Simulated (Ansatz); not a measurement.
# BaTiO3: the cost of one run

Program: Ansatz 0.2.0. Level of theory: DFT PBE, scalar-relativistic, plane waves, PAW. These are calculated values, not measurements.

### Step 1. The starting structure

The structure is cubic, space group Pm-3m (No. 221). Conventional cell: a = 4.019 Å, b = 4.019 Å, c = 4.019 Å, α = 90.00°, β = 90.00°, γ = 90.00°. Ba (site symmetry m-3m) has 12 O at 2.84 Å as nearest neighbours. Around Ti (site symmetry m-3m) lie 6 O at 2.01 Å. O (site symmetry 4/mmm) has 2 Ti at 2.01 Å and 4 Ba at 2.84 Å as nearest neighbours.

Structure file:

```cif
data_structure
_symmetry_space_group_name_H-M 'P 1'
_symmetry_Int_Tables_number 1
_cell_length_a 4.0193
_cell_length_b 4.0193
_cell_length_c 4.0193
_cell_angle_alpha 90.000
_cell_angle_beta 90.000
_cell_angle_gamma 90.000
_cell_volume 64.93
loop_
_atom_site_label
_atom_site_type_symbol
_atom_site_fract_x
_atom_site_fract_y
_atom_site_fract_z
_atom_site_occupancy
Ba1 Ba 0.50000 0.50000 0.50000 1
Ti1 Ti 0.00000 0.00000 0.00000 1
O1 O 0.50000 0.00000 0.00000 1
O2 O 0.00000 0.50000 0.00000 1
O3 O 0.00000 0.00000 0.50000 1
```

An earlier run at PBE left this cell at 12.986 Å³/atom and 0.00 GPa (8×8×8 mesh).

### Step 2. Antiferromagnetic, propagation vector (1/2, 1/2, 1/2)

The input, input.yaml:

```yaml
crystal:
  lattice:
    - [0.0, 4.0192633565, 4.0192633565]
    - [4.0192633565, 0.0, 4.0192633565]
    - [4.0192633565, 4.0192633565, 0.0]
  atoms:
    - { symbol: Ba, position: [0.25, 0.25, 0.25] }
    - { symbol: Ti, position: [0.0, 0.0, 0.0], spin: 1.0 }
    - { symbol: O, position: [-0.25, 0.25, 0.25] }
    - { symbol: O, position: [0.25, -0.25, 0.25] }
    - { symbol: O, position: [0.25, 0.25, -0.25] }
    - { symbol: Ba, position: [0.75, 0.75, 0.75] }
    - { symbol: Ti, position: [0.5, 0.5, 0.5], spin: -1.0 }
    - { symbol: O, position: [0.25, 0.75, 0.75] }
    - { symbol: O, position: [0.75, 0.25, 0.75] }
    - { symbol: O, position: [0.75, 0.75, 0.25] }
basis:
  ecutwfc: 420
  ecutrho_ratio: 4
kpoints:
  mp_grid: { grid: [6, 6, 6] }
hamiltonian:
  xc: pbe
scf:
  occupations: { method: gaussian, width: 0.05 }
  lower_state_search: "off"
output:
  forces: true
  stress: true
  eigenvalues: true
  populations: true
magnetization:
  spin_polarized: true
```

Run with:

```
> ansatz run input.yaml --threads 2 --pin off --max-ram 5120MiB --backend cpu --events-out ev --progress --plain --runs-dir out
```

What time and memory should one allow on 2 threads of Intel Xeon at 2.50GHz (Skylake/Cascade Lake), shared host?

About 19 s, with a peak of 0.56 GiB.
